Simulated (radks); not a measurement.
# The Coulomb parameter U of the 3d shell of Cr⁺

The task here is to estimate one member of a computed series from the others.

Method: Dirac Kohn-Sham, LDA (Slater exchange, Perdew-Wang correlation), spin-unpolarised, spherical densities, finite nucleus; open shells are shared between the two j in proportion to 2j + 1. Code: radks (a radial shooting solver on a logarithmic mesh, Libxc functionals) version 1.

## What is computed

```
element            : chromium (Z = 24)
charge             : +1
electrons          : 23
configuration      : [Ar] 3d3.5 4p1.5
nuclear rms radius : 3.6452 fm
```

Set-up of the first run:

Settings of this run:

```text
Z 24
configuration [Ar] 3d3.5 4p1.5
relativity Dirac
functional lda,pw
spin unpolarised
j_filling average
nucleus finite rms 3.6452 fm
c 137.035999084
```

Steps of the session up to this table: Start: [Ar] 3d3.5 4p1.5.

One of the session's tables, all rows but one given; the rest of the session is left out.

It belongs to the step «Start: [Ar] 3d3.5 4p1.5». From the orbitals of this run (lengths in bohr):

| level | <r> | outermost maximum (interpolated) | 90 % within | nodes |
| --- | --- | --- | --- | --- |
| 2p3/2 | 0.2612 | 0.198 | 0.429 | 0 |
| 3s1/2 | 0.8953 | 0.775 | 1.34 | 2 |
| 3p1/2 | 0.9446 | 0.788 | 1.46 | 1 |
| 3p3/2 | 0.9533 | 0.795 | 1.47 | 1 |
| 3d3/2 | 1.197 | 0.802 | 2.05 | 0 |
| 3d5/2 | 1.201 | 0.805 | 2.06 | 0 |
| 4p1/2 | 3.372 | 2.87 | 5.04 | 2 |
| 4p3/2 | ? | ? | ? | ? |

Estimate the missing values for 4p3/2.

As computed: <r>: 3.396; outermost maximum (interpolated): 2.89; 90 % within: 5.07; nodes: 2. In the column «<r>» it is the highest.
